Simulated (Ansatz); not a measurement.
# Ge: equal strain of all cell vectors

An exercise on one series of results from a longer session: the logs are not shown, and one member is left open.

Program: Ansatz 0.2.0. Level of theory: DFT r2SCAN, scalar-relativistic, plane waves, PAW. These are calculated values, not measurements.

2 further runs of the same task are left out: 2 set aside as unsound or not needed.

## The system as given

Symmetry: P6_3/mmc, No. 194, hexagonal system. Conventional cell: a = 3.996 Å, b = 3.996 Å, c = 6.603 Å, α = 90.00°, β = 90.00°, γ = 120.00°. Ge (site symmetry 3m) has 4 Ge at 2.45 to 2.47 Å as nearest neighbours.

As a file:

```
CELL_PARAMETERS angstrom
3.99565 0.00000 0.00000
-1.99782 3.46033 0.00000
0.00000 0.00000 6.60271
ATOMIC_POSITIONS crystal
Ge 0.66667 0.33333 0.06298
Ge 0.33333 0.66667 0.56298
Ge 0.66667 0.33333 0.43702
Ge 0.33333 0.66667 0.93702
```

It goes back to an entry of the Materials Project, which need not be the stable form.

It is the result of an earlier relaxation at this level (volume 22.82 Å³/atom; gap on the mesh: 0.10 eV).

Set-up of the first run:

Contents of input.yaml:

```yaml
crystal:
  lattice:
    - [3.9956487014, 0.0, 0.0]
    - [-1.9978243507, 3.46033328, 0.0]
    - [0.0, 0.0, 6.6027109599]
  atoms:
    - { symbol: Ge, position: [0.6666666667, 0.3333333333, 0.062981434] }
    - { symbol: Ge, position: [0.3333333333, 0.6666666667, 0.562981434] }
    - { symbol: Ge, position: [0.6666666667, 0.3333333333, 0.437018566] }
    - { symbol: Ge, position: [0.3333333333, 0.6666666667, 0.937018566] }
basis:
  ecutwfc: 500
kpoints:
  mp_grid: { grid: [12, 12, 6] }
hamiltonian:
  xc: r2scan
scf:
  occupations: { method: gaussian, width: 0.01 }
output:
  forces: true
  stress: true
  eigenvalues: true
```

Started as:

```bash
$ ansatz run input.yaml --threads 1 --pin off --max-ram 2560MiB --backend cpu --events-out ev --progress --plain --runs-dir out
```

Among the steps run: Zero strain; Band edges over the zone; At -1.5 %; Band edges over the zone at -1.5 %; The cell strained by +1.5 %; Seeking the band edges at +1.5 %; At -3.0 %; The gap over the whole zone at -3.0 %; Strain +3.0 %; The gap over the whole zone at +3.0 %; Strain -4.5 %; Band edges over the zone at -4.5 %; The cell strained by +4.5 %.

One of the session's tables, all rows but one given; the rest of the session is left out.

| strain (%) | ΔE (meV/atom) | a (Å) | b (Å) | c (Å) |
| --- | --- | --- | --- | --- |
| -4.5 | 109.7 | 3.816 | 3.816 | 6.306 |
| -3.0 | 46.0 | 3.876 | 3.876 | 6.405 |
| -1.5 | 10.8 | 3.936 | 3.936 | 6.504 |
| +0.0 | 0.0 | 3.996 | 3.996 | 6.603 |
| +1.5 | ? | ? | ? | ? |
| +3.0 | 36.5 | 4.116 | 4.116 | 6.801 |
| +4.5 | 77.8 | 4.175 | 4.175 | 6.900 |

Estimate the missing values for strain (%) = +1.5.

Worked estimate for «ΔE (meV/atom)». A straight line through the neighbours (0.0, 0.0) and (3.0, 36.5) gives 0.0 + (36.5 − 0.0) × (1.5 − 0.0) / (3.0 − 0.0) = 18.2; a parabola fitted to 4 rows on both sides gives 9.6.

**Answer.** ΔE (meV/atom): 9.7; a (Å): 4.056; b (Å): 4.056; c (Å): 6.702. In «ΔE (meV/atom)» the line misses by +8.5 and the parabola by -0.1.

ΔE is over the unstrained cell. Stress in GPa, positive in compression, on the Cartesian axes of the input. Gaps are Kohn-Sham gaps over the whole zone (d direct, i indirect).

Limits of these values: Warnings in the runs' records: stress scf threshold loose, band edges overlap.
